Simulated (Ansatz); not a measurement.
**La3In: energy and pressure over a range of volumes**

One table from this session's results is given with a row withheld; the runs are named, their logs left out.

Program: Ansatz 0.2.0. Level of theory: DFT PBEsol, scalar-relativistic. These are calculated values, not measurements.

**The system as given**

Symmetry: Pm-3m, No. 221, cubic system. The conventional cell has a = 5.085 Å, b = 5.085 Å, c = 5.085 Å, α = 90.00°, β = 90.00°, γ = 90.00°. Around La (site symmetry 4/mmm) lie 8 La at 3.60 Å and 4 In at 3.60 Å. Around In (site symmetry m-3m) lie 12 La at 3.60 Å.

Structure file:

```cif
data_structure
_symmetry_space_group_name_H-M 'Pm-3m'
_symmetry_Int_Tables_number 221
_cell_length_a 5.0854
_cell_length_b 5.0854
_cell_length_c 5.0854
_cell_angle_alpha 90.000
_cell_angle_beta 90.000
_cell_angle_gamma 90.000
_cell_volume 131.52
loop_
_atom_site_label
_atom_site_type_symbol
_atom_site_symmetry_multiplicity
_atom_site_Wyckoff_symbol
_atom_site_fract_x
_atom_site_fract_y
_atom_site_fract_z
_atom_site_occupancy
La1 La 3 c 0.00000 0.50000 0.50000 1
In1 In 1 a 0.00000 0.00000 0.00000 1
```

The file gives the conventional cell by its symmetry; the runs use the cell typed in the input.

Atoms are numbered in the order of the input: La1, La2, La3, In4.

The first run:

Contents of input.yaml:

```yaml
crystal:
  lattice:
    - [4.9815871973, 0.0, 0.0]
    - [0.0, 4.9815871973, 0.0]
    - [0.0, 0.0, 4.9815871973]
  atoms:
    - { symbol: La, position: [0.0, 0.5, 0.5] }
    - { symbol: La, position: [0.5, 0.0, 0.5] }
    - { symbol: La, position: [0.5, 0.5, 0.0] }
    - { symbol: In, position: [0.0, 0.0, 0.0] }
kpoints:
  mp_grid: { grid: [7, 7, 7] }
  band_path:
    path:
      - [0.0, 0.0, 0.0]
      - [0.0, 0.5, 0.0]
      - [0.5, 0.5, 0.0]
      - [0.0, 0.0, 0.0]
      - [0.5, 0.5, 0.5]
      - [0.0, 0.5, 0.0]
      - [0.5, 0.5, 0.5]
      - [0.5, 0.5, 0.0]
    npoints: 5
scf:
  occupations: { method: fermi_dirac, width: 0.05 }
hamiltonian:
  xc: pbesol
  pseudopotentials: { kind: all_electron, lapw: { basis_error: 0.001 } }
output:
  forces: true
  stress: true
  eigenvalues: true
```

On the command line:

```console
> ansatz run input.yaml --threads 1 --pin off --max-ram 4096MiB --backend cpu --events-out ev --progress --plain --runs-dir out
```

Steps of the session up to this table: Volume × 0.94, LAPW; Volume × 0.94, PAW; Volume × 0.94, crystal datasets; Volume × 0.98, LAPW; Volume × 0.98, PAW; Volume × 0.98, crystal datasets; Volume × 1.01, LAPW; Volume × 1.01, PAW; Volume × 1.01, crystal datasets; Volume × 1.04, LAPW; Volume × 1.04, PAW; Volume × 1.04, crystal datasets.

One of the session's tables, all rows but one given; the rest of the session is left out.

| method | volume (Å³/atom) | pressure (GPa) |
| --- | --- | --- |
| LAPW | 30.906 | -0.31 |
| LAPW | 32.221 | -1.94 |
| LAPW | 33.208 | -2.95 |
| LAPW | 34.194 | -3.82 |
| PAW | 30.906 | -0.35 |
| PAW | 32.221 | -1.97 |
| PAW | 33.208 | ? |
| PAW | 34.194 | -3.85 |
| crystal datasets | 30.906 | -0.31 |
| crystal datasets | 32.221 | -1.94 |
| crystal datasets | 33.208 | -2.95 |
| crystal datasets | 34.194 | -3.82 |

**Question.** Estimate the row for PAW, 33.208.

As computed: pressure (GPa): -2.98. In the column «pressure (GPa)» it lies between crystal datasets, 34.194 (-3.82) and LAPW, 33.208 (-2.95).

Caveats from the session: Warnings in the runs' records: gradients without spin orbit, crystal datasets made.
